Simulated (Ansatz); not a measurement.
# NiS: the cost of one run

Program: Ansatz 0.2.0. Level of theory: DFT PBEsol, scalar-relativistic, plane waves, PAW. These are calculated values, not measurements.

2 further runs of the same task are left out: 2 set aside as unsound or not needed.

**1. The structure to begin with**

It takes space group P6_3/mmc (No. 194, hexagonal). Conventional cell: a = 3.405 Å, b = 3.405 Å, c = 5.074 Å, α = 90.00°, β = 90.00°, γ = 120.00°. Around Ni (site symmetry -3m) lie 6 S at 2.34 Å and 2 Ni at 2.54 Å. Around S (site symmetry -6m2) lie 6 Ni at 2.34 Å.

Coordinates:

```xyz
4
Lattice="3.4054 0.0000 0.0000 -1.7027 2.9492 0.0000 0.0000 0.0000 5.0736" Properties=species:S:1:pos:R:3 pbc="T T T"
Ni    0.0000    0.0000    0.0000
Ni    0.0000    0.0000    2.5368
S     0.0000    1.9661    1.2684
S     1.7027    0.9831    3.8052
```

It is the result of an earlier relaxation at this level (volume 12.74 Å³/atom; gap on the mesh: none (metal)).

**2. Static run: bands, density of states and charges**

The input, input.yaml:

```yaml
crystal:
  lattice:
    - [3.4054407578, 0.0, 0.0]
    - [-1.7027203789, 2.9491982074, 0.0]
    - [0.0, 0.0, 5.0735635063]
  atoms:
    - { symbol: Ni, position: [0.0, 0.0, 0.0] }
    - { symbol: Ni, position: [0.0, 0.0, 0.5] }
    - { symbol: S, position: [0.3333333333, 0.6666666667, 0.25] }
    - { symbol: S, position: [0.6666666667, 0.3333333333, 0.75] }
basis:
  ecutwfc: 420
kpoints:
  mp_grid: { grid: [12, 12, 8] }
  band_path:
    path:
      - [[0.0, 0.0, 0.0], [0.5, 0.0, 0.0], [0.33333333, 0.33333333, 0.0], [0.0, 0.0, 0.0], [0.0, 0.0, 0.5], [0.5, 0.0, 0.5], [0.33333333, 0.33333333, 0.5], [0.0, 0.0, 0.5]]
      - [[0.5, 0.0, 0.5], [0.5, 0.0, 0.0]]
      - [[0.33333333, 0.33333333, 0.5], [0.33333333, 0.33333333, 0.0]]
    npoints: 14
hamiltonian:
  xc: pbesol
scf:
  occupations: { method: gaussian, width: 0.1 }
  n_extra_bands: 10
output:
  forces: true
  stress: true
  eigenvalues: true
  populations: true
  dos: { projected: true, de: 0.02, nscf_kmesh: { grid: [18, 18, 12] } }
  bader: true
  write_density: true
  write_potential: true
  elf: true
  volumetric_format: npy
```

The run is started by

```console
> ansatz run input.yaml --threads 1 --pin off --max-ram 2560MiB --backend cpu --events-out ev --progress --plain --runs-dir out
```

**Question.** How long does this run take on 1 thread of Arm Neoverse V1, shared host, and how much memory does it need?

About 54 s, with a peak of 0.49 GiB.
